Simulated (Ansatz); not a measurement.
# Ni2H: the cost of one run

Program: Ansatz 0.2.0. Level of theory: DFT PBEsol, scalar-relativistic, plane waves, PAW. These are calculated values, not measurements.

1 further run of the same task is left out (set aside as unsound or not needed).

## 1. Starting point

It takes space group R-3m (No. 166, trigonal). Conventional cell: a = 2.528 Å, b = 2.528 Å, c = 12.426 Å, α = 90.00°, β = 90.00°, γ = 120.00°. Ni (site symmetry 3m) has 3 H at 1.81 Å as nearest neighbours. H (site symmetry -3m) has 6 Ni at 1.81 Å as nearest neighbours.

Coordinates:

```
CELL_PARAMETERS angstrom
1.26424 0.72991 4.14203
-1.26424 0.72991 4.14203
0.00000 -1.45982 4.14203
ATOMIC_POSITIONS crystal
Ni 0.74727 0.74727 0.74727
Ni 0.25273 0.25273 0.25273
H 0.50000 0.50000 0.50000
```

The structure comes from the Materials Project (structure only).

(A quick probe on a coarse mesh, which set the mesh and smearing, is not shown.)

## 3. Relaxing cell and atoms

File input.yaml:

```yaml
crystal:
  lattice:
    - [1.2642371755, 0.7299076736, 4.1420334151]
    - [-1.2642371755, 0.7299076736, 4.1420334151]
    - [0.0, -1.4598153472, 4.1420334151]
  atoms:
    - { symbol: Ni, position: [0.74726905, 0.74726905, 0.74726905], spin: 0.12 }
    - { symbol: Ni, position: [0.25273095, 0.25273095, 0.25273095], spin: 0.12 }
    - { symbol: H, position: [0.5, 0.5, 0.5] }
basis:
  ecutwfc: 420
kpoints:
  mp_grid: { grid: [21, 21, 21] }
hamiltonian:
  xc: pbesol
scf:
  occupations: { method: gaussian, width: 0.1 }
output:
  forces: true
  stress: true
  eigenvalues: true
  populations: true
magnetization:
  spin_polarized: true
relax:
  adjacent_minimum: "off"
  f_tol: 0.005
  max_steps: 80
  cell: { stress_tol: 0.05 }
```

Q: Estimate wall time and peak memory on 1 thread of an Arm CPU, shared host.

About 5.5 min, with a peak of 1 GiB.
